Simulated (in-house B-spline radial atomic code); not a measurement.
# La²⁵⁺: a two-valence-electron spectrum

Aim: the levels, terms and lines of the two outer electrons of La²⁵⁺ (core: [Ar] 3d10 4s2), by configuration interaction with and without the many-body corrections.

Program: an in-house B-spline radial atomic code, version 1. Level of theory: configuration interaction of two valence electrons in the frozen-core Dirac-Hartree-Fock potential, then with screened core-valence correlation, Breit and QED (CI+MBPT), no-pair Dirac, B-spline basis. These are calculated values, not measurements, unless marked.

### Step 1. The system

| Item | Value |
| --- | --- |
| element | lanthanum (Z = 57) |
| charge | +25 |
| core | [Ar] 3d10 4s2 |
| nucleus | mass number 139, rms radius 4.855 fm |

### Step 2. The run

Input settings, with the grid that the program derived:

```ini
basis_form = 3
Z = 57
core_configuration = [Ar] 3d10 4s2
rms_radius = 4.855
mass_number = 139
speed_of_light = 137.035999084
box_radius = 3.333
lmax = 6
intervals = 58
virtual_cutoff = 6498.0
```

Run with:

```console
$ python run_mb.py task.json out
```

task.json holds these settings.

From the run's result record (rounded, not every field):

```text
{
  "status": "converged",
  "ion": ["4p1/2", -33.3245618, -33.28369627],
  "complete_below [hartree]": -63.52041576,
  "lowest_core_excitation [hartree]": 1.95551,
  "mean_screening": {"0": -0.00901, "1": -0.176, "2": -0.0269, "3": -0.00599, "4": -0.00291, "5": -0.00401, "6": -0.0189},
  "ci_size": 2746,
  "levels [hartree (two-electron valence energies)]": [
    {"J": 0, "odd": 0, "e": -65.1825983, "e_ci": -65.1085243, "match": 1.0, "conf": [["4p2", 0.998], ["4d2", 0.00153]], "term": "3P", "term_weight": 0.762, "jj": "1/2,1/2"},
    {"J": 1, "odd": 0, "e": -64.4525634, "e_ci": -64.3672131, "match": 1.0, "conf": [["4p2", 0.999]], "term": "3P", "term_weight": 0.998, "jj": "1/2,3/2", "g": 1.5012},
    {"J": 2, "odd": 0, "e": -64.3566923, "e_ci": -64.2601873, "match": 1.0, "conf": [["4p2", 0.998]], "term": "1D", "term_weight": 0.578, "jj": "1/2,3/2", "g": 1.2107},
    {"J": 2, "odd": 0, "e": -63.5466879, "e_ci": -63.4416742, "match": 1.0, "conf": [["4p2", 0.998], ["4d2", 0.000981]], "term": "3P", "term_weight": 0.58, "jj": "3/2,3/2", "g": 1.2907}
  ]
}
```

It took 98 s on 1 thread, shared host.

Fields of a level: J, parity (odd), the two-electron energy e with all corrections and e_ci from plain CI (hartree), match between the two, leading configurations in the ion's orbitals, term and its weight, jj label, Landé g.

Levels above complete_below are not shown. The record's own labels can count the outer n one higher than the tables below, which number each series by energy.

### Step 3. The levels above the ground level

Levels in cm⁻¹ above the lowest (the lowest of the complete part); the outer n of a series is counted by energy.

| level | purity | g | CI | CI+MBPT |
| --- | --- | --- | --- | --- |
| 4p2 3P0 | 0.76 | - | 0 | 0 |
| 4p2 3P1 | 1.00 | 1.501 | 162699 | 160224 |
| 4p2 1D2 | 0.58 | 1.211 | 186188 | 181265 |
| 4p2 3P2 | 0.58 | 1.291 | 365831 | 359041 |

### Step 4. Transitions

From the result record:

```text
{
  "transitions": [
    ["E2", 2, 0, -0.33271, -0.33266],
    ["E2", 2, 1, 0.25809, 0.25826],
    ["E2", 3, 0, 0.014361, 0.014545],
    ["E2", 3, 1, -0.2938, -0.29391],
    ["E2", 3, 2, -0.50064, -0.50066],
    ["M1", 1, 0, 1.2321, "-"],
    ["M1", 2, 1, -1.0261, "-"],
    ["M1", 3, 1, 1.2015, "-"],
    ["M1", 3, 2, -1.3498, "-"]
  ]
}
```

Each row: multipole, upper and lower level (counted from 0 in the list of levels), and the reduced element with and without core polarisation (atomic units; M1 in Bohr magnetons).

A choice of fast lines, with preference for those that end on the four lowest levels:

```
kind    upper    lower  wavelength (nm)  rate (1/s)  gf
  E2  4p2 3P2  4p2 3P1           50.298    6.01e+02   -
  E2  4p2 3P2  4p2 1D2           56.251    9.97e+02   -
  M1  4p2 3P1  4p2 3P0           62.413    5.61e+04   -
  M1  4p2 3P2  4p2 3P1           50.298    6.12e+04   -
  M1  4p2 3P2  4p2 1D2           56.251    5.52e+04   -
```

### Step 5. Outcome

| quantity | value |
| --- | --- |
| ground level | 4p2 3P0 |
| ionisation energy | 866.90 eV (plain CI 866.00 eV) |
| first excited level | 4p2 3P1 at 160224 cm⁻¹ |
| largest CI block | 2746 |
| tabulated theoretical ionisation energy | 865.00 ± 4 eV (NIST Atomic Spectra Database, ionization energies) |

In words: The ground level is 4p2 3P0; the corrections beyond plain CI change the ionisation energy by +0.90 eV, to 866.90 eV. The lowest 4 levels have a mean term purity of 0.73, so spin-orbit mixing is strong and LS labels say little. The tabulated theoretical ionisation energy is 865.00 ± 4 eV, so the final value is off by +0.22 %, within the tabulated uncertainty.
